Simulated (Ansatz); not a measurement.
# B2H4S2: one species, many methods

Aim: compute B2H4S2 with functionals from several rungs and with coupled cluster, and see how far each lands from CCSD(T) at the basis-set limit for the atomisation energy.

The runs use Ansatz 0.2.0, Gaussian basis; functionals in def2-TZVPP, the program's frozen cores in correlated methods.

Plan: LDA (SPW92), PBE-D4, revPBE-D4, BLYP-D4, r2SCAN-D4, B97M-V, PBE0-D4, B3LYP-D4, r2SCANh-D4, r2SCAN0-D4, HSE06-D4, BHLYP-D4, CAM-B3LYP-D4, LC-ωPBE, ωB97X-V, ωB97M-V, B2PLYP, PBE-QIDH; CCSD(T)/def2-SVP; CCSD(T)/def2-TZVPP; MP2/def2-QZVPP; extrapolation to the limit; RPA on PBE.

### Step 1. The relaxed structure

The geometry comes from an earlier relaxation with PBE0-D4 in a triple-zeta def2 set; it is a stationary point, not always the lowest conformer.

SMILES `BSBS`, 8 atoms, charge 0, spin multiplicity 1.

Atoms are counted from 1 here; the program's logs count them from 0.

Bond lengths: B1–S2 1.784 Å, B1–H5 1.191 Å, B1–H6 1.192 Å, S2–B3 1.815 Å, B3–S4 1.780 Å, B3–H7 1.189 Å, S4–H8 1.343 Å. Angles: S2–B1–H5 120.7°, S2–B1–H6 116.5°, H5–B1–H6 122.8°, B1–S2–B3 102.6°, S2–B3–S4 117.5°, S2–B3–H7 120.8°, S4–B3–H7 121.6°, B3–S4–H8 96.8°.

### Step 2. LDA

This LDA is Slater exchange with PW92 correlation.

in.yaml reads:

```yaml
crystal:
  periodic: [false, false, false]
  atoms:
    - {symbol: B, position_ang: [-0.346068, 1.761916, -0.711410]}
    - {symbol: S, position_ang: [-0.302453, 0.914303, 0.857663]}
    - {symbol: B, position_ang: [0.158429, -0.775839, 0.382141]}
    - {symbol: S, position_ang: [0.316335, -1.981910, 1.681771]}
    - {symbol: H, position_ang: [-0.100173, 1.182691, -1.722072]}
    - {symbol: H, position_ang: [-0.630726, 2.918993, -0.683831]}
    - {symbol: H, position_ang: [0.346089, -1.058537, -0.756978]}
    - {symbol: H, position_ang: [0.650668, -3.018816, 0.896816]}
basis:
  gaussian: {orbitals: def2-TZVPP}
hamiltonian: {xc: lda}
output: {orbitals: {seedname: orbitals}}
```

Command:

```
> ansatz run in.yaml --threads 2 --pin off --events-out ev --progress --plain --max-ram 4352MiB
```

The runs that follow: PBE-D4 (GGA); revPBE-D4 (GGA); BLYP-D4 (GGA); r2SCAN-D4 (meta-GGA); B97M-V (meta-GGA); B3LYP-D4 (hybrid); r2SCANh-D4 (hybrid); r2SCAN0-D4 (hybrid); HSE06-D4 (hybrid); BHLYP-D4 (hybrid); CAM-B3LYP-D4 (range-separated); LC-ωPBE (range-separated); ωB97X-V (range-separated); ωB97M-V (range-separated); B2PLYP (double hybrid); PBE-QIDH (double hybrid); CCSD(T) in def2-SVP; CCSD(T) in def2-TZVPP; MP2 in def2-QZVPP; RPA on PBE orbitals.

Q: Predict the results of all the runs planned. Wanted: atomisation energy, CCSD(T)/CBS; farthest beyond LDA; mean size of error, GGA; mean size of error, meta-GGA; mean size of error, hybrid; mean size of error, range-separated; mean size of error, double hybrid; gap, smallest and largest; T1 diagnostic.

As calculated:

| quantity | value |
| --- | --- |
| atomisation energy, CCSD(T)/CBS | 2714.4 kJ/mol |
| functionals within 13.6 kJ/mol (0.5 %) | BLYP-D4, LC-ωPBE, B2PLYP |
| farthest beyond LDA | PBE-D4 (+73.4 kJ/mol) |
| mean size of error, GGA | 31.8 kJ/mol |
| mean size of error, meta-GGA | 61.4 kJ/mol |
| mean size of error, hybrid | 33.7 kJ/mol |
| mean size of error, range-separated | 26.4 kJ/mol |
| mean size of error, double hybrid | 14.6 kJ/mol |
| gap, smallest and largest | 4.00 eV (LDA (SPW92)), 10.88 eV (LC-ωPBE) |
| T1 diagnostic | 0.0153 |
| triples share of the correlation energy | 4.5 % |

LDA overbinds by 392.9 kJ/mol (14 %). PBE-D4 misses by +73.4 kJ/mol. Double hybrids carry the basis error of their MP2 part in triple zeta, and no dispersion term here, so their miss is partly the set-up's. By mean error the best rung here is double hybrid (14.6 kJ/mol) and the worst beyond LDA is meta-GGA (61.4 kJ/mol). The reference freezes the cores and leaves out relativity and excitations past (T), so misses under about 13.6 kJ/mol can't be ranked. Hartree-Fock recovers 77 % of the binding; the rest is correlation. CCSD(T) in def2-SVP is off by -131.9 kJ/mol, more than most functionals: a good method in a small basis is no reference. The gap grows from 4.0 to 10.9 eV across the functionals, mostly with the share of exact exchange.
